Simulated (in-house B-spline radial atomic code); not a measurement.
# I⁴⁶⁺: RPA and G0W0 on different mean-field starts

Question: which mean-field start gives which removal energy for I⁴⁶⁺, before and after G0W0?

Program: an in-house B-spline radial atomic code, version 1. Level of theory: RPA, second order, AC-SOSEX and G0W0 (contour deformation) on a scalar-relativistic mean field, all electrons; no spin-orbit coupling, Breit or QED terms, no two-electron picture change. These are calculated values, not measurements, unless marked.

## 1. The system

| Item | Value |
| --- | --- |
| element | iodine (Z = 53) |
| charge | +46 |
| electrons | 7 |
| configuration | [He] 2s2 2p3 |
| Hamiltonian | scalar-relativistic (spin-free one-electron X2C), finite nucleus |
| starts | Hartree-Fock, PBE, r2SCAN0, ωB97X, B3LYP |

The outer shells:

I46+
```
[He] core
2s [↑↓]
2p [↑ ][↑ ][↑ ]
```

## 2. The run with the Hartree-Fock start

Settings of the run:

```ini
Z = 53
electrons = 7.0
configuration = [He] 2s2 2p3
hamiltonian = x2c
method = hf
lmax = 9
rms_radius = 4.75
spin_polarised = True
box_radius = 2.23
intervals = 61
```

Run with:

```
$ python run_gw.py task.json out
```

One command runs all members of the session, one after another, from task.json.

From the run's result record (rounded, not every field):

```text
{
  "status": "converged",
  "energies [hartree]": {
    "mean_field": -4499.020198,
    "exx_total": -4499.020198,
    "exchange": -70.45021368,
    "rpa": -0.47736988,
    "rpa_summed": -0.47567128,
    "direct_second_order": -0.49233108,
    "second_order_exchange": 0.24779742,
    "sosex": 0.23946322
  },
  "rpa_by_multipole [hartree]": [-0.0917009, -0.282874, -0.0561014, -0.0260968, -0.00963318, -0.00443242, -0.00233082, -0.00134285, -0.000823135, -0.000310587, -2.51188e-05],
  "polarisability [bohr^3: independent particles, RPA]": [0.000404855, 0.000353514],
  "gap [hartree]": 22.84404,
  "levels [hartree]": [
    {"name": "2p up", "occ": 1, "e": -300.8482, "sx": -13.55726, "vxc": -13.55726, "sc": 0.0762886, "z": 0.9979614, "qp": -300.7725, "tail": -0.0005984082},
    {"name": "2s down", "occ": 1, "e": -312.5641, "sx": -9.366087, "vxc": -9.366087, "sc": -0.2149197, "z": 0.99648, "qp": -312.7796, "tail": -0.0005212657},
    {"name": "2s up", "occ": 1, "e": -317.3482, "sx": -14.21516, "vxc": -14.21516, "sc": 0.838126, "z": 0.9178234, "qp": -316.5105, "tail": -0.0004597346},
    {"name": "1s down", "occ": 1, "e": -1365.576, "sx": -37.12179, "vxc": -37.12179, "sc": 0.5136058, "z": 0.9978, "qp": -1365.063, "tail": -0.0003104169},
    {"name": "2p down", "occ": 0, "e": -289.7201, "sx": -2.380158, "vxc": -2.380158, "sc": -0.1405941, "z": 0.9982923, "qp": -289.8613, "tail": -0.0005973331}
  ]
}
```

It took 0.9 s on 1 thread, shared host.

In the record, exx_total is the Hartree-Fock functional on the start's orbitals, rpa_summed the RPA energy up to lmax and rpa the same with the tail beyond it, gap the smallest same-spin excitation energy of the start. For a level, e is the start's value, sx and sc the exchange and correlation self-energies, vxc the start's own term, z the quasi-particle weight, and qp = e + sx − vxc + sc + tail. Deeper levels of weight under 0.85 meet poles of the self-energy and are not shown.

Highest level 2p↑: -8186.50 eV in the start, -8184.44 eV after G0W0, weight 1.00.

The largest part of the RPA energy comes from multipole 1 (59 % of the sum).

## 3. The run with the PBE start

Changes to the settings of step 2:

```diff
@@ -4,3 +4,3 @@
 hamiltonian = x2c
-method = hf
+method = pbe,pbe
 lmax = 9
```

From the record:

```text
{
  "status": "converged",
  "energies [hartree]": {
    "mean_field": -4498.9929,
    "exx_total": -4499.014123,
    "exchange": -70.42814417,
    "rpa": -0.51471661,
    "rpa_summed": -0.51301504,
    "direct_second_order": -0.53694619,
    "second_order_exchange": 0.28574145,
    "sosex": 0.27162423
  },
  "rpa_by_multipole [hartree]": [-0.0937741, -0.31675, -0.0570369, -0.0264434, -0.00970881, -0.0044552, -0.00233916, -0.00134634, -0.000824746, -0.00031105, -2.51585e-05],
  "polarisability [bohr^3: independent particles, RPA]": [0.000533133, 0.000443494],
  "gap [hartree]": 15.98674,
  "levels [hartree]": [
    {"name": "2p up", "occ": 1, "e": -296.4525, "sx": -13.55668, "vxc": -9.1574, "sc": 0.1024447, "z": 0.996599, "qp": -300.7499, "tail": -0.0005975669},
    {"name": "2s down", "occ": 1, "e": -309.6818, "sx": -9.387417, "vxc": -6.497589, "sc": -0.2516203, "z": 0.9945766, "qp": -312.8238, "tail": -0.0005214459},
    {"name": "1s down", "occ": 1, "e": -1351.683, "sx": -37.09055, "vxc": -23.20015, "sc": 0.5661745, "z": 0.9973316, "qp": -1365.008, "tail": -0.0003092388},
    {"name": "2p down", "occ": 0, "e": -293.6951, "sx": -2.39378, "vxc": -6.376245, "sc": -0.138527, "z": 0.9976715, "qp": -289.8518, "tail": -0.0005984286}
  ]
}
```

Run time: 0.9 s. Hardware: 1 thread, shared host.

Highest level 2p↑: -8066.88 eV in the start, -8183.82 eV after G0W0, weight 1.00.

## 4. The run with the r2SCAN0 start

Changes to the settings of step 3:

```diff
@@ -4,3 +4,3 @@
 hamiltonian = x2c
-method = pbe,pbe
+method = r2scan0
 lmax = 9
```

From the record:

```text
{
  "status": "converged",
  "energies [hartree]": {
    "mean_field": -4499.327203,
    "exx_total": -4499.018554,
    "exchange": -70.4438979,
    "rpa": -0.50008951,
    "rpa_summed": -0.49839464,
    "direct_second_order": -0.51925378,
    "second_order_exchange": 0.27059215,
    "sosex": 0.25895695
  },
  "rpa_by_multipole [hartree]": [-0.0929107, -0.303638, -0.0566416, -0.0262802, -0.00966077, -0.00443572, -0.00232963, -0.00134106, -0.000821558, -0.000309897, -2.50557e-05],
  "polarisability [bohr^3: independent particles, RPA]": [0.000482429, 0.000408982],
  "gap [hartree]": 18.16229,
  "levels [hartree]": [
    {"name": "2p up", "occ": 1, "e": -297.9692, "sx": -13.55918, "vxc": -10.67869, "sc": 0.09165552, "z": 0.9972201, "qp": -300.7586, "tail": -0.0005951918},
    {"name": "2s down", "occ": 1, "e": -310.5528, "sx": -9.375394, "vxc": -7.362481, "sc": -0.2381152, "z": 0.9953445, "qp": -312.8044, "tail": -0.0005185414},
    {"name": "1s down", "occ": 1, "e": -1356.281, "sx": -37.10847, "vxc": -27.81608, "sc": 0.5460529, "z": 0.9975189, "qp": -1365.027, "tail": -0.0003067001},
    {"name": "2p down", "occ": 0, "e": -292.3905, "sx": -2.387497, "vxc": -5.060957, "sc": -0.1384842, "z": 0.9979127, "qp": -289.8561, "tail": -0.0005950566}
  ]
}
```

Run time: 0.8 s. Hardware: 1 thread, shared host.

Highest level 2p↑: -8108.15 eV in the start, -8184.06 eV after G0W0, weight 1.00.

## 5. The run with the ωB97X start

Changes to the settings of step 4:

```diff
@@ -4,3 +4,3 @@
 hamiltonian = x2c
-method = r2scan0
+method = wb97x
 lmax = 9
```

From the record:

```text
{
  "status": "converged",
  "energies [hartree]": {
    "mean_field": -4500.37349,
    "exx_total": -4499.014629,
    "exchange": -70.4552425,
    "rpa": -0.50450232,
    "rpa_summed": -0.50279986,
    "direct_second_order": -0.52442095,
    "second_order_exchange": 0.27462715,
    "sosex": 0.2624038
  },
  "rpa_by_multipole [hartree]": [-0.093202, -0.307301, -0.05689, -0.0264005, -0.0097032, -0.00445485, -0.00233963, -0.00134684, -0.000825144, -0.000311218, -2.51722e-05],
  "polarisability [bohr^3: independent particles, RPA]": [0.000493424, 0.00041639],
  "gap [hartree]": 17.61266,
  "levels [hartree]": [
    {"name": "2p up", "occ": 1, "e": -297.3255, "sx": -13.56276, "vxc": -10.04508, "sc": 0.09508314, "z": 0.9970257, "qp": -300.7487, "tail": -0.0005978646},
    {"name": "2s down", "occ": 1, "e": -310.4222, "sx": -9.385463, "vxc": -7.246357, "sc": -0.2424604, "z": 0.9951387, "qp": -312.8043, "tail": -0.0005214591},
    {"name": "1s down", "occ": 1, "e": -1354.112, "sx": -37.10793, "vxc": -25.65977, "sc": 0.5536903, "z": 0.9974507, "qp": -1365.006, "tail": -0.0003077217},
    {"name": "2p down", "occ": 0, "e": -292.8095, "sx": -2.390789, "vxc": -5.493767, "sc": -0.1388105, "z": 0.9978588, "qp": -289.846, "tail": -0.0005981931}
  ]
}
```

It took 1 s on 1 thread, shared host.

The 2p↑ level moves from -8090.64 to -8183.79 eV (weight 1.00).

## 6. The run with the B3LYP start

Changes to the settings of step 5:

```diff
@@ -4,3 +4,3 @@
 hamiltonian = x2c
-method = wb97x
+method = b3lyp
 lmax = 9
```

From the record:

```text
{
  "status": "converged",
  "energies [hartree]": {
    "mean_field": -4499.1021,
    "exx_total": -4499.016294,
    "exchange": -70.4323278,
    "rpa": -0.50558636,
    "rpa_summed": -0.50388533,
    "direct_second_order": -0.5257899,
    "second_order_exchange": 0.27595501,
    "sosex": 0.26349363
  },
  "rpa_by_multipole [hartree]": [-0.0933516, -0.308323, -0.056849, -0.0263734, -0.00969375, -0.00445072, -0.00233755, -0.00134568, -0.000824451, -0.000310974, -2.51497e-05],
  "polarisability [bohr^3: independent particles, RPA]": [0.000499548, 0.000420796],
  "gap [hartree]": 17.35762,
  "levels [hartree]": [
    {"name": "2p up", "occ": 1, "e": -297.3633, "sx": -13.55756, "vxc": -10.07048, "sc": 0.09588687, "z": 0.9969931, "qp": -300.7551, "tail": -0.0005974015},
    {"name": "2s down", "occ": 1, "e": -310.2929, "sx": -9.383814, "vxc": -7.107046, "sc": -0.2431009, "z": 0.9950663, "qp": -312.8133, "tail": -0.0005208444},
    {"name": "1s down", "occ": 1, "e": -1354.468, "sx": -37.09574, "vxc": -25.99013, "sc": 0.554937, "z": 0.9974384, "qp": -1365.019, "tail": -0.0003080343},
    {"name": "2p down", "occ": 0, "e": -292.9353, "sx": -2.391271, "vxc": -5.611169, "sc": -0.1392763, "z": 0.9978289, "qp": -289.8552, "tail": -0.0005977055}
  ]
}
```

Wall time 0.9 s (1 thread, shared host).

G0W0 moves 2p↑ down by 92.3 eV, to -8183.96 eV.

## 7. All runs in one table

```csv
start,level,mean field (eV),G0W0 (eV),weight,RPA (hartree),RPA+SOSEX (hartree),"α, direct RPA (bohr³)",time,miss (eV)
Hartree-Fock,2p↑,-8186.50,-8184.44,0.998,-0.47737,-0.23791,0.0003535,0.9 s,+140
PBE,2p↑,-8066.88,-8183.82,0.997,-0.51472,-0.24309,0.0004435,0.9 s,+140
r2SCAN0,2p↑,-8108.15,-8184.06,0.997,-0.50009,-0.24113,0.0004090,0.8 s,+140
ωB97X,2p↑,-8090.64,-8183.79,0.997,-0.50450,-0.24210,0.0004164,1 s,+140
B3LYP,2p↑,-8091.67,-8183.96,0.997,-0.50559,-0.24209,0.0004208,0.9 s,+140
```

The miss is the G0W0 removal energy (the level with its sign changed) less the tabulated theoretical ionisation energy, 8044.0 ± 4 eV. Times are single runs on a shared host.

## 8. What came out

| quantity | value |
| --- | --- |
| highest level, mean field (range over the runs) | -8186.50 to -8066.88 eV |
| highest level, G0W0 (range over the runs) | -8184.44 to -8183.79 eV |
| RPA correlation energy | -0.5147 to -0.4774 hartree |
| RPA+SOSEX | -0.2431 to -0.2379 hartree |
| tabulated theoretical ionisation energy (2p shell) | 8044.0 ± 4 eV (NIST Atomic Spectra Database, ionization energies) |
| G0W0 removal energy less that value | +140 eV |

What this shows: G0W0 turns a spread of 120 eV among the starts into one of 0.65 eV, 0.54 % of it. Without exact exchange the level is bound too weakly, and G0W0 lowers it by 117 eV. The RPA energy is largest in size on PBE and smallest on Hartree-Fock, 7.3 % apart; over the runs it loosely follows the gap of the start, as smaller excitation energies give more correlation. The tabulated theoretical ionisation energy is 8044.0 ± 4 eV. G0W0 is off by about +140 eV (+1.7 %) in every run shown, whatever the start. Spin-orbit coupling is left out: in so heavy and highly charged an ion the half-filled shell is really jj-coupled, so the high-spin state computed here is a model and the comparison is rough. Read as a removal energy, the bare PBE level is off by +22.9 eV (+0.28 %), nearer than G0W0, but by cancellation: self-interaction lowers its value while this Hamiltonian leaves the G0W0 value too high.
